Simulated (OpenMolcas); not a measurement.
# Si2H3OF (SMILES F[Si]O[SiH3]) at 6 levels

Aim: a comparison of 6 runs (HF/def2-SVPD, B3LYP/6-31G*, M06-2X/def2-SVPD, r2SCAN/def2-SVPD, revPBE/def2-SVPD, MP2/def2-SVPD) of Si2H3OF. 

The calculation is run with OpenMolcas 26.06.

1 further run of the same task is left out (set aside as unsound or not needed).

## 1. Starting point

Si2H3OF: 7 atoms, total charge 0, spin state singlet. SMILES: `F[Si]O[SiH3]`. The coordinates come from a PBE0-D4/def2-TZVP relaxation. This is one conformer, not always the lowest.

Bond lengths: F1–Si2 1.617 Å, Si2–O3 1.630 Å, O3–Si4 1.657 Å, Si4–H5 1.482 Å, Si4–H6 1.483 Å, Si4–H7 1.483 Å. Angles: F1–Si2–O3 101.9°, Si2–O3–Si4 146.4°, O3–Si4–H5 107.7°, O3–Si4–H6 109.7°, O3–Si4–H7 109.7°, H5–Si4–H6 109.9°, H5–Si4–H7 109.9°, H6–Si4–H7 109.9°.

## 2. Energy and forces at HF/def2-SVPD (run 1)

run.input reads:

```
* FH3OSi2 Hartree-Fock
&GATEWAY
BasLib = $CurrDir
Coord
7
angstrom
F        0.639300      -1.829500       1.608700
Si      -0.428700      -2.165500       0.441500
O       -0.538300      -0.736500      -0.334600
Si      -0.025600       0.837100      -0.406700
H       -0.705100       1.480700      -1.555500
H       -0.385700       1.537800       0.850000
H        1.444000       0.875800      -0.603300
Basis = def2-SVPD
Group = NoSym
&SEWARD
&SCF
Thresholds = 1e-10 1e-07 1e-07 1e-05
PrOrbitals = 0
&ALASKA
```

The basis set def2-SVPD is read from a file made from the Basis Set Exchange's data (not shown).

Started as:

```sh
$ export MOLCAS_MEM=1860
$ pymolcas run.input > run.log
```

Standard output:

```text
--- Start Module: gateway ---
[...]
--- Stop Module: gateway /rc=_RC_ALL_IS_WELL_ ---
[...]
      Basis functions          118
[...]
--- Start Module: scf ---
[...]
       Convergence after  14 Iterations
[...]
::    Total SCF energy                               -753.7202018095
[...]
      Total spin, S                                     0.0000000000
[...]
      Total electronic charge=   48.000000
      Total            charge=   -0.000000
[...]
      Dipole Moment (debye):
      Origin of the operator (angstrom)=   -0.0938   -0.8490    0.2646
                   X= -3.1635E-01               Y=  7.9810E-01               Z= -7.4800E-01           Total=  1.1387E+00
      Quadrupole Moment (debye*angstrom):
[...]
 *              Molecular gradients               *
 **************************************************
  Irreducible representation: a
 ------------------------------------------------------------------------------------------
                              X                       Y                       Z
 ------------------------------------------------------------------------------------------
  F1               -8.26378659249372E-03   -5.29517379266720E-03   -7.83449339329856E-03
  SI2               1.02464233767972E-02    1.20138298924282E-02    7.26738120953563E-03
  O3                1.53110852242122E-04    1.76680759063322E-03   -6.02869713828724E-04
  SI4              -2.63911094635239E-03   -1.05975560492428E-02    1.49647413952447E-03
  H5               -9.50411850374921E-04    7.69135608229110E-04   -1.55576969204985E-03
  H6               -5.54875554306333E-04    1.13406338149291E-03    1.63267386212551E-03
  H7                2.00865071441569E-03    2.08893369120222E-04   -4.03396412072987E-04
 ------------------------------------------------------------------------------------------
[...]
```

Wall time 17 s (1 thread of Intel Xeon 6975P-C (Granite Rapids), shared host); peak memory 0.73 GiB.

## 3. Energy and gradient at B3LYP/6-31G(d) (spherical functions) (run 2)

job.input reads:

```
* FH3OSi2 Kohn-Sham DFT
&gateway
baslib = $CurrDir
coord
7
angstrom
F        0.639300      -1.829500       1.608700
Si      -0.428700      -2.165500       0.441500
O       -0.538300      -0.736500      -0.334600
Si      -0.025600       0.837100      -0.406700
H       -0.705100       1.480700      -1.555500
H       -0.385700       1.537800       0.850000
H        1.444000       0.875800      -0.603300
basis = 6-31Gs
group = NoSym
&seward
gridinput
Grid=UltraFine
End of Grid
&scf
ksdft = B3LYP
thresholds = 1e-10 1e-07 1e-07 1e-05
prorbitals = 0
&alaska
```

The basis set 6-31G* is read from a file made from the Basis Set Exchange's data (not shown).

Started as:

```sh
$ export MOLCAS_MEM=1860
$ pymolcas job.input > job.log
```

Standard output:

```text
--- Start Module: gateway ---
[...]
--- Stop Module: gateway /rc=_RC_ALL_IS_WELL_ ---
[...]
      Basis functions           70
[...]
--- Start Module: scf ---
[...]
       Convergence after  13 Iterations
[...]
::    Total KS-DFT energy                            -755.9559034032
[...]
      Total spin, S                                     0.0000000000
[...]
      Total electronic charge=   48.000000
      Total            charge=   -0.000000
[...]
      Dipole Moment (debye):
      Origin of the operator (angstrom)=   -0.0938   -0.8490    0.2646
                   X= -1.2204E-01               Y=  8.0841E-01               Z= -5.1260E-01           Total=  9.6497E-01
      Quadrupole Moment (debye*angstrom):
[...]
 *              Molecular gradients               *
 **************************************************
  Irreducible representation: a
 ------------------------------------------------------------------------------------------
                              X                       Y                       Z
 ------------------------------------------------------------------------------------------
  F1               -6.27653300452025E-03   -2.27748579191234E-03   -6.73919732402695E-03
  SI2               5.62250969127298E-03    1.56211900889858E-02   -5.55232601260336E-05
  O3                4.40562922962418E-03   -1.69458577786180E-03    6.18999260155029E-03
  SI4              -2.54550200023917E-03   -8.33967689721860E-03    6.13792698398452E-04
  H5               -1.56576858422408E-04   -9.92628889270541E-04    2.44371996918957E-04
  H6               -3.20689423408016E-04   -1.22485937450456E-03   -2.88421143267659E-04
  H7               -7.28837634429880E-04   -1.09195335816836E-03    3.49844304929903E-05
 ------------------------------------------------------------------------------------------
[...]
```

Run time: 15 s. Hardware: 1 thread of Intel Xeon 6975P-C (Granite Rapids), shared host; peak memory 0.42 GiB.

## 4. Energy and forces at M06-2X/def2-SVPD (run 3)

calc.input reads:

```
&GATEWAY
  BasLib=$CurrDir
  Coord
  7
  angstrom
  F        0.639300      -1.829500       1.608700
  Si      -0.428700      -2.165500       0.441500
  O       -0.538300      -0.736500      -0.334600
  Si      -0.025600       0.837100      -0.406700
  H       -0.705100       1.480700      -1.555500
  H       -0.385700       1.537800       0.850000
  H        1.444000       0.875800      -0.603300
  Basis=def2-SVPD
  Group=NoSym

&SEWARD
  GridInput
  Grid=UltraFine
  End of Grid

&SCF
  KSDFT=M062X
  Thresholds=1e-10 1e-07 1e-07 1e-05
  PrOrbitals=1

&ALASKA
```

The basis set def2-SVPD is read from a file made from the Basis Set Exchange's data (not shown).

Started as:

```sh
$ export MOLCAS_MEM=1860
$ pymolcas calc.input > calc.log
```

Standard output:

```text
--- Start Module: gateway ---
[...]
--- Stop Module: gateway /rc=_RC_ALL_IS_WELL_ ---
[...]
      Basis functions          118
[...]
--- Start Module: scf ---
[...]
       Convergence after  13 Iterations
[...]
::    Total KS-DFT energy                            -755.5609137893
[...]
      Total spin, S                                     0.0000000000
[...]
      Total electronic charge=   48.000000
      Total            charge=   -0.000000
[...]
      Dipole Moment (debye):
      Origin of the operator (angstrom)=   -0.0938   -0.8490    0.2646
                   X= -3.3751E-01               Y=  6.9479E-01               Z= -7.2757E-01           Total=  1.0611E+00
      Quadrupole Moment (debye*angstrom):
[...]
 *              Molecular gradients               *
 **************************************************
  Irreducible representation: a
 ------------------------------------------------------------------------------------------
                              X                       Y                       Z
 ------------------------------------------------------------------------------------------
  F1               -1.52568907970512E-02   -7.05972000959054E-03   -1.56338988541407E-02
  SI2               1.54889780589311E-02    2.23538943506725E-02    9.08695201241327E-03
  O3                4.93195870047991E-03    4.22478211331317E-04    5.87709267186831E-03
  SI4              -5.28535004997543E-03   -1.68182911824637E-02    9.99257673258036E-04
  H5               -1.82225877617626E-04    2.29546613764953E-04   -3.26705902488733E-04
  H6               -2.89405982460966E-05    4.98983631515681E-04    1.61061828776621E-04
  H7                3.32470563439102E-04    3.73108384926768E-04   -1.63759429637866E-04
 ------------------------------------------------------------------------------------------
[...]
```

Wall time 48 s (1 thread of Intel Xeon 6975P-C (Granite Rapids), shared host); peak memory 0.74 GiB.

Runs 4 to 5 aren't shown in full; the table further down has their settings and results.

## 5. The energy at MP2/def2-SVPD (run 6)

coord.xyz reads:

```xyz
7

F      0.639300    -1.829500     1.608700
Si    -0.428700    -2.165500     0.441500
O     -0.538300    -0.736500    -0.334600
Si    -0.025600     0.837100    -0.406700
H     -0.705100     1.480700    -1.555500
H     -0.385700     1.537800     0.850000
H      1.444000     0.875800    -0.603300
```

mol.input reads:

```
&GATEWAY
 BASLIB=$CurrDir
 COORD=coord.xyz
 BASIS=def2-SVPD
 GROUP=NoSym

&SEWARD

&SCF
 THRESHOLDS=1e-10 1e-07 1e-07 1e-05
 PRORBITALS=0

&MBPT2
 FROZEN=12
```

The basis set def2-SVPD is read from a file made from the Basis Set Exchange's data (not shown).

Started as:

```sh
$ export MOLCAS_MEM=1860
$ pymolcas mol.input > mol.log
```

Standard output:

```text
--- Start Module: gateway ---
[...]
--- Stop Module: gateway /rc=_RC_ALL_IS_WELL_ ---
[...]
      Basis functions          118
[...]
--- Start Module: scf ---
[...]
       Convergence after  14 Iterations
[...]
::    Total SCF energy                               -753.7202018095
[...]
      Total spin, S                                     0.0000000000
[...]
      Total electronic charge=   48.000000
      Total            charge=   -0.000000
[...]
      Dipole Moment (debye):
      Origin of the operator (angstrom)=   -0.0938   -0.8490    0.2646
                   X= -3.1635E-01               Y=  7.9810E-01               Z= -7.4800E-01           Total=  1.1387E+00
      Quadrupole Moment (debye*angstrom):
[...]
--- Stop Module: scf /rc=_RC_ALL_IS_WELL_ ---
[...]
--- Start Module: mbpt2 ---
[...]
WARNING!
Default frozen orbitals as non valence orbitals is overwritten by user input.
Default values:   6
[...]
       Reference weight ( Cref**2 )         =        0.84865
::    Total MBPT2 energy                             -754.2937724736
[...]
      Total MBPT2 calculations                           0.56      0.64
--- Stop Module: mbpt2 /rc=_RC_ALL_IS_WELL_ ---
[...]
```

Wall time 16 s (1 thread of Intel Xeon 6975P-C (Granite Rapids), shared host); peak memory 0.74 GiB.

## 6. The series

```csv
run,level,integration grid,task,energy (Eh),dipole moment (D) of the reference,HOMO energy (eV),LUMO energy (eV),wall time
1,HF/def2-SVPD,–,gradient,-753.720202,1.14,-10.35,1.42,17 s
2,B3LYP/6-31G* (spherical functions),UltraFine,gradient,-755.955903,0.96,-7.36,-1.68,15 s
3,M06-2X/def2-SVPD,UltraFine,gradient,-755.560914,1.06,-8.80,-0.84,48 s
4,r2SCAN/def2-SVPD,UltraFine,gradient,-755.518065,1.08,-6.85,-2.52,52 s
5,revPBE/def2-SVPD,UltraFine,gradient,-755.468317,1.03,-6.61,-2.57,44 s
6,MP2/def2-SVPD,–,energy,-754.293772,1.14,-10.35,1.42,16 s
```

## 7. Outcome

```
                                           quantity          value
                                run 6: total energy  -754.29377 Eh
          run 6: dipole moment (mean-field density)         1.14 D
         run 6: HOMO energy (Hartree–Fock orbitals)      -10.35 eV
         run 6: LUMO energy (Hartree–Fock orbitals)        1.42 eV
       run 6: HOMO–LUMO gap (Hartree–Fock orbitals)       11.76 eV
run 6: correlation energy (12 core orbitals frozen)     -573.6 mEh
```

In words: Over runs 1, 2, 3, 4, 5 the dipole moment (its size) runs from 0.96 D (B3LYP/6-31G*) to 1.14 D (HF/def2-SVPD). The two ends differ in method and basis. Over runs 1, 2, 3, 4, 5 the HOMO–LUMO gap runs from 4.04 eV (revPBE/def2-SVPD) to 11.76 eV (HF/def2-SVPD). Exact exchange widens orbital gaps. Totals of different functionals can't be ranked against each other. All runs together took 3.2 min, the longest 52 s.
